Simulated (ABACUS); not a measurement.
Ta4NiO11, 16 atoms in the cell. It takes space group Cmmm (No. 65, orthorhombic). The conventional cell has a = 3.910 Å, b = 29.659 Å, c = 3.886 Å, α = 90.00°, β = 90.00°, γ = 90.00°. Around Ta (site symmetry m2m) lie 5 O at 1.91 to 2.02 Å. Ta (site symmetry m2m) has 5 O at 1.91 to 1.99 Å as nearest neighbours. Ni (site symmetry mmm) has 4 O at 1.88 to 1.95 Å as nearest neighbours. Around O (site symmetry m2m) lie 2 Ta at 1.91 Å. O (site symmetry m2m) has 3 Ta at 2.02 to 2.21 Å as nearest neighbours. O (site symmetry m2m) has 1 Ni at 1.88 Å and 2 Ta at 1.99 Å as nearest neighbours. O (site symmetry mmm) has 2 Ni at 1.95 Å and 2 Ta at 2.24 Å as nearest neighbours. O (site symmetry m2m) has 2 Ta at 1.95 Å as nearest neighbours. The cell was built by a generator and needn't be a form met in nature.

| Item | Value |
| --- | --- |
| Program | ABACUS 3.10.1 |
| Task | single point |
| Functional | PBE |
| Potentials or basis | PseudoDojo NC SR 0.4.1 PBE standard |
| Cutoff | 1361 eV |
| Density cutoff | 5442 eV |
| Basis | DZP LCAO (the cutoffs set its grid) |
| k mesh | 4 × 4 × 4 |
| Occupations | fermi-dirac, width 0.05 eV |
| Spin | collinear spin, ferromagnetic start |
| Starting moments | [0.0, 0.0, 0.0, 0.0, 1.0, 0.0, 0.0, 0.0, 0.0, 0.0, 0.0, 0.0, 0.0, 0.0, 0.0, 0.0] μB |
| Hubbard terms | Ni d U = 8 eV, Ta d U = 8 eV |
| Radial cutoff of the potentials (pseudo_rcut) | 7 bohr |
| SCF threshold on the density | 1e-06 |
| Max SCF steps | 120 |
| Eigensolver | genelpa |
| Mixing | broyden |
| Mixing share | 0.2 |
| Symmetry key | -1 |
| Threshold to restart the mixing | 0.0005 |
| Hubbard projectors | numerical atomic orbitals |

Potentials or basis: PseudoDojo NC SR 0.4.1 PBE standard, DZP LCAO (the cutoffs set its grid).

Command:

```bash
$ OMP_NUM_THREADS=1 mpirun -np 8 abacus > log
```

Hardware: 8 MPI ranks on Intel(R) Xeon(R) Platinum 8259CL CPU @ 2.50GHz (Skylake/Cascade Lake), on a shared host.

How long does it take, and how much memory?

Run time: 8.2 min on 8 MPI ranks on Intel(R) Xeon(R) Platinum 8259CL CPU @ 2.50GHz (Skylake/Cascade Lake) (shared host), peak memory 6.6 GiB a rank. Counts: scf iterations 48, k points 64, bands 89, basis 273, ranks 8.
